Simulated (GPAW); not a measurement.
Runs of GPAW 26.7.0 on MnS. The structure is cubic, space group Fm-3m (No. 225). Conventional cell: a = 5.224 Å, b = 5.224 Å, c = 5.224 Å, α = 90.00°, β = 90.00°, γ = 90.00°. Around Mn (site symmetry m-3m) lie 6 S at 2.61 Å. S (site symmetry m-3m) has 6 Mn at 2.61 Å as nearest neighbours. 

```tsv
level	potentials or basis	spin	U	gap on the mesh (eV)	pressure (GPa)	moment (μB)
PBEsol+U	PAW data sets generated in the run's folder for this functional, pw	collinear, ferromagnetic start	Mn d U = 2 eV	none	-1.7	4.97
PBEsol+U	PAW data sets generated in the run's folder for this functional, pw	collinear, zero start	Mn d U = 4 eV	none	(c)	0.00
PBE	GPAW PAW data sets (gpaw-data 1.2.1), pw	collinear, ferromagnetic start	-	none	(a)	4.67
PBE+U	GPAW PAW data sets (gpaw-data 1.2.1), pw	collinear, ferromagnetic start	Mn d U = 3 eV	0.33	(b)	5.00
```

Alike in all rows: task single point; cell as given; k mesh 6 × 6 × 6; cutoff (eV) 600; smearing gaussian 0.05 eV.

Q: Fill in the values left out.

A: (a) -4.0; (b) 3.4; (c) -19.1.

Caveats: a cell with one magnetic atom can't hold antiferromagnetic order, which such compounds often take (some runs); the run has no moments, though such compounds are often magnetic (some runs); a magnetic state may lie lower (some runs); semilocal functionals often make such compounds metallic where correlation or magnetic order opens a gap, which also shifts bond lengths (some runs).

A k mesh can miss the band edges.

A gap of «none» marks a metal or a gap under the smearing width.
